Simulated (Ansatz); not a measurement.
# AlH6NSi2: the cost of one run

The runs use Ansatz 0.2.0, Gaussian basis; the settings change from run to run.

1 further run of the same task is left out (it didn't finish).

## (1) The molecule

An earlier PBE0-D4 in a triple-zeta def2 set relaxation fixed the geometry.

SMILES `[SiH3][SiH]1[NH][AlH]1`, 10 atoms, charge 0, spin multiplicity 1.

Atoms are counted from 1 here; the program's logs count them from 0.

Bond lengths: Si1–Si2 2.340 Å, Si1–H5 1.490 Å, Si1–H6 1.489 Å, Si1–H7 1.492 Å, Si2–N3 1.772 Å, Si2–Al4 2.306 Å, Si2–H8 1.497 Å, N3–Al4 1.770 Å, N3–H9 1.008 Å, Al4–H10 1.578 Å. Angles: Si2–Si1–H5 110.3°, Si2–Si1–H6 110.0°, Si2–Si1–H7 112.4°, H5–Si1–H6 108.4°, H5–Si1–H7 107.8°, H6–Si1–H7 107.8°, Si1–Si2–N3 116.3°, Si1–Si2–Al4 126.3°, Si1–Si2–H8 108.4°, N3–Si2–Al4 49.3°, N3–Si2–H8 115.2°, Al4–Si2–H8 124.7°, Si2–N3–Al4 81.3°, Si2–N3–H9 129.8°, Al4–N3–H9 149.0°, Si2–Al4–N3 49.4°, Si2–Al4–H10 174.3°, N3–Al4–H10 136.3°.

## (2) CAM-B3LYP/cc-pVTZ-DK

This run has unrestricted orbitals, a point charge of 1.00 e beside it, D4 dispersion.

The input, in.yaml:

```yaml
crystal:
  periodic: [false, false, false]
  atoms:
    - {symbol: Si, position_ang: [-1.641500, 0.624549, -0.729131]}
    - {symbol: Si, position_ang: [0.241479, -0.704055, -0.325359]}
    - {symbol: N, position_ang: [0.992032, -0.537846, 1.271081]}
    - {symbol: Al, position_ang: [2.336632, 0.046910, 0.279704]}
    - {symbol: H, position_ang: [-2.022770, 0.557676, -2.168023]}
    - {symbol: H, position_ang: [-1.345995, 2.043790, -0.387243]}
    - {symbol: H, position_ang: [-2.822242, 0.196908, 0.076535]}
    - {symbol: H, position_ang: [-0.073265, -2.108003, -0.738987]}
    - {symbol: H, position_ang: [0.617901, -0.745019, 2.184110]}
    - {symbol: H, position_ang: [3.800825, 0.573889, 0.540413]}
basis:
  gaussian: {orbitals: cc-pVTZ-DK, point_charges: [{charge: 1.00, position_ang: [6.730, 0.090, -0.750]}]}
magnetization: {spin_polarized: true, initial_magnetization: 0}
hamiltonian: {xc: {name: CAM-B3LYP}, dispersion: d4}
```

Run with:

```console
$ ansatz run in.yaml --threads 2 --pin off --events-out ev --progress --plain --max-ram 4352MiB
```

Q: Estimate wall time and peak memory on 2 threads of Arm Neoverse N1, shared host.

About 19 s, with a peak of 0.87 GiB.
